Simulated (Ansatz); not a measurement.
**Li3Ga2 (R-3m): charge-density difference against the sublattices from a Python script**

Aim: a charge-density difference against the sublattices, for Li3Ga2 (R-3m), run from a script.

Computed with Ansatz 0.2.0 through its Python package. Level of theory: DFT LDA, plane waves, PAW.

### 1 The system

The structure is trigonal, space group R-3m (No. 166). The conventional cell has a = 4.367 Å, b = 4.367 Å, c = 13.896 Å, α = 90.00°, β = 90.00°, γ = 120.00°. Li (site symmetry 3m) has 4 Li at 2.64 to 2.71 Å and 4 Ga at 2.67 to 2.87 Å as nearest neighbours. Li (site symmetry -3m) has 6 Li at 2.71 Å and 2 Ga at 2.76 Å as nearest neighbours. Around Ga (site symmetry 3m) lie 5 Li at 2.67 to 2.87 Å and 3 Ga at 2.67 Å.

The script holds or builds the structure itself.

### 2 The script

Input file li3ga2.py:

```python
'''Density of Li3Ga2 less that of its sublattices.'''

from dataclasses import dataclass
import warnings

import ansatz as az
import numpy as np


@dataclass
class Options:
    smearing: str = 'Methfessel-Paxton'
    sigma: float = 0.1
    cutoff: int = 460
    mesh: tuple[int, ...] = (6, 6, 6)


opts = Options()

vectors0 = np.array([
    [2.1835, 1.26064431, 4.632],
    [-2.1835, 1.26064431, 4.632],
    [0.0, -2.52128863, 4.632],
])
sites = [
    ('Li', (0.405, 0.405, 0.405)),
    ('Li', (0.595, 0.595, 0.595)),
    ('Li', (0.0, 0.0, 0.0)),
    ('Ga', (0.8013, 0.8013, 0.8013)),
    ('Ga', (0.1987, 0.1987, 0.1987)),
]


def build(cell):
    crystal = az.Crystal(lattice=az.Lattice.of(cell))
    for symbol, position in sites:
        crystal = crystal.atom(symbol, position)
    return crystal


def main() -> None:
    warnings.simplefilter('ignore', az.DeckWarning)

    # one cutoff and one grid for all runs, so that the fields can be subtracted
    def solve(crystal):
        return (
            crystal.calculation()
            .occupations(opts.smearing, width=opts.sigma)
            .functional(az.Functional.LDA)
            .basis(opts.cutoff, grid_basis='typed')
            .kpoints(*opts.mesh)
            .density()  # keep the density on its grid
            .run(threads=1)
        )


    whole = solve(build(vectors0))
    difference = whole.density().channels[0].density_e_per_ang3.copy()
    binding = whole.report['free_energy_ev']
    for element in ['Li', 'Ga']:
        part = az.Crystal(lattice=az.Lattice.of(vectors0))
        for symbol, position in sites:
            if symbol == element:
                part = part.atom(symbol, position)
        alone = solve(part)
        difference -= alone.density().channels[0].density_e_per_ang3
        binding -= alone.report['free_energy_ev']
        print(f'{element} sublattice: {alone.report["n_electrons"]:g} electrons, {alone.report["n_iterations"]} iterations')

    voxel = abs(np.linalg.det(vectors0)) / difference.size
    print(f'energy of the crystal less its unpolarised sublattices: {binding / len(sites):.4f} eV/atom')
    print(f'net charge of the difference {difference.sum() * voxel:.5f} e, charge moved {0.5 * np.abs(difference).sum() * voxel:.3f} e')
    print(f'extremes {difference.min():.4f} and {difference.max():.4f} e/A^3')
    for (symbol, position) in sites:
        index = tuple(int(round(p * n)) % n for p, n in zip(position, difference.shape))
        print(f'  change of the pseudo-density at the grid point nearest {symbol}: {difference[index]:+.4f} e/A^3')
    profile = difference.mean(axis=(0, 1))
    print('planar mean along the third vector:', np.round(profile[:: max(len(profile) // 12, 1)], 4))


if __name__ == '__main__':
    main()
```

### 3 Launch

Command:

```sh
> python li3ga2.py
```

The log of the run:

```text
Li sublattice: 9 electrons, 6 iterations
Ga sublattice: 26 electrons, 6 iterations
energy of the crystal less its unpolarised sublattices: -0.9556 eV/atom
net charge of the difference 0.00000 e, charge moved 0.409 e
extremes -0.0653 and 0.1434 e/A^3
  change of the pseudo-density at the grid point nearest Li: -0.0178 e/A^3
  change of the pseudo-density at the grid point nearest Li: -0.0178 e/A^3
  change of the pseudo-density at the grid point nearest Li: -0.0321 e/A^3
  change of the pseudo-density at the grid point nearest Ga: +0.1434 e/A^3
  change of the pseudo-density at the grid point nearest Ga: +0.1434 e/A^3
planar mean along the third vector: [-0.0003 -0.0008 -0.0005 -0.0003 -0.0009  0.0005  0.0018  0.002   0.001
 -0.0005 -0.0007 -0.0002 -0.001  -0.0004]
```

Run time: 4.8 s. Hardware: 1 thread of Intel Xeon 6975P-C (Granite Rapids), shared host; peak memory 0.44 GiB.

### 4 What the script built

Run 3 starts from these 2 atoms:

```xyz
2
Lattice="2.184 1.261 4.632 -2.184 1.261 4.632 0.000 -2.521 4.632" Properties=species:S:1:pos:R:3 pbc="T T T"
Ga    0.000    0.000   11.135
Ga    0.000    0.000    2.761
```

Lines on the test bed's own set-up are left out of the output.

### 5 The runs side by side

From the records of these 3 runs:

| run | system | energy (eV/atom) | volume (Å³/atom) | SCF cycles | CPU time (s) |
| --- | --- | --- | --- | --- | --- |
| 1 | Li3Ga2 (5 atoms) | -1604.1319 | 15.30 | 7 | 2.2 |
| 2 | Li (3 atoms) | -201.2519 | 25.50 | 6 | 0.8 |
| 3 | Ga (2 atoms) | -3706.0628 | 38.25 | 6 | 1.3 |

Energies are free energies F = E - TS of the smeared occupations. Totals carry meaning only in balanced differences at one level of theory.

### 6 Summary of results

```
                    quantity            value
                charge moved          0.409 e
crystal less its sublattices  -0.9556 eV/atom
               runs compared                3
```

In words: All 3 runs converged, in 6 to 7 cycles. What to keep in mind:
- The mesh is modest for a metal, so energies can be off by several to tens of meV an atom and pressures by half a GPa or more; differences at equal mesh fare better.
- Densities and potentials on the grid are those of the valence electrons, and inside the cores they hang on the potentials used.
- Charge moved counts every rearrangement, bonding and polarisation too, and is no transfer between atoms; the bare sublattices are artificial references.
